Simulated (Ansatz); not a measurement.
# TeHS radical (SMILES S[Te]): functionals against CCSD(T) at one geometry

The atoms stand at a frame of a short trajectory. How far do the functionals agree with CCSD(T) there?

The runs use Ansatz 0.2.0, Gaussian basis; single points in def2-TZVPP.

Correlated methods freeze the cores. Filled d shells of the heavier atoms are correlated. Core potentials replace the inner electrons past krypton, and spin-orbit coupling is left out. Orbitals are unrestricted.

1 further run of the same task is left out (it didn't finish).

**1. Starting geometry**

3 atoms, charge 0, spin multiplicity 2.

Atoms are counted from 1 here; the program's logs count them from 0.

Bond lengths: S1–Te2 2.363 Å, S1–H3 1.286 Å. Angles: Te2–S1–H3 97.4°.

As a file:

```
S    -0.5906    0.5361   -0.2619
Te    1.4761    0.1847    0.8284
H    -0.8422   -0.6944   -0.5398
```

**2. PBE-D4/def2-TZVPP**

run/in.yaml reads:

```yaml
crystal:
  periodic: [false, false, false]
  atoms:
    - {symbol: S, position_ang: [-0.590562, 0.536140, -0.261927]}
    - {symbol: Te, position_ang: [1.476084, 0.184671, 0.828421]}
    - {symbol: H, position_ang: [-0.842162, -0.694416, -0.539769]}
basis:
  gaussian: {orbitals: def2-TZVPP}
magnetization: {spin_polarized: true, initial_magnetization: 1}
hamiltonian: {xc: pbe, dispersion: d4}
output: {forces: true}
```

Started as:

```bash
$ ansatz run in.yaml --threads 2 --pin off --events-out ev --progress --plain --max-ram 3481MiB
```

**3. r2SCAN-D4/def2-TZVPP**

run/in.yaml, as its differences from that of step 2:

```diff
@@ -9,3 +9,3 @@
 magnetization: {spin_polarized: true, initial_magnetization: 1}
-hamiltonian: {xc: pbe, dispersion: d4}
+hamiltonian: {xc: r2scan, dispersion: d4}
 output: {forces: true}
```

**4. PBE0-D4/def2-TZVPP**

run/in.yaml, as its differences from that of step 3:

```diff
@@ -9,3 +9,3 @@
 magnetization: {spin_polarized: true, initial_magnetization: 1}
-hamiltonian: {xc: r2scan, dispersion: d4}
-output: {forces: true}
+hamiltonian: {xc: pbe0, dispersion: d4}
+output: {forces: true, orbitals: {seedname: orbitals}}
```

**5. wB97M-V/def2-TZVPP**

run/in.yaml, as its differences from that of step 4:

```diff
@@ -9,3 +9,3 @@
 magnetization: {spin_polarized: true, initial_magnetization: 1}
-hamiltonian: {xc: pbe0, dispersion: d4}
-output: {forces: true, orbitals: {seedname: orbitals}}
+hamiltonian: {xc: {name: wB97M-V}}
+output: {forces: true}
```

**6. CCSD(T)/def2-TZVPP**

run/in.yaml, as its differences from that of step 5:

```diff
@@ -9,3 +9,4 @@
 magnetization: {spin_polarized: true, initial_magnetization: 1}
-hamiltonian: {xc: {name: wB97M-V}}
+correlation: {method: ccsd_t}
+scf: {omitted_lower_state_checks: [cluster_reference]}
 output: {forces: true}
```

(Steps that only read results are left out.)

What does the calculation give? Wanted: energy less free atoms, CCSD(T)/def2-TZVPP; RMS force component; RMS force error; HOMO and LUMO, PBE0-D4; T1 diagnostic.

As calculated:

| quantity | value |
| --- | --- |
| energy less free atoms, CCSD(T)/def2-TZVPP | -581.7 kJ/mol |
| RMS force component | 0.775 to 0.964 eV/Å over the methods |
| RMS force error | PBE-D4 0.198, r2SCAN-D4 0.090, PBE0-D4 0.134, wB97M-V 0.106 eV/Å |
| HOMO and LUMO, PBE0-D4 | -6.38 and -3.82 eV |
| T1 diagnostic | 0.017 |

Against CCSD(T) the functionals' energies less atoms differ by -66.3 to -35.9 kJ/mol, PBE-D4 by -66.3 kJ/mol. A larger basis would deepen the CCSD(T) value, while the functionals are nearly converged already, so the order here is not reliable. For forces r2SCAN-D4 does best and PBE-D4 worst. Frozen-core CCSD(T) forces in triple zeta carry basis errors of their own, and this is one geometry, so small gaps rank nothing.
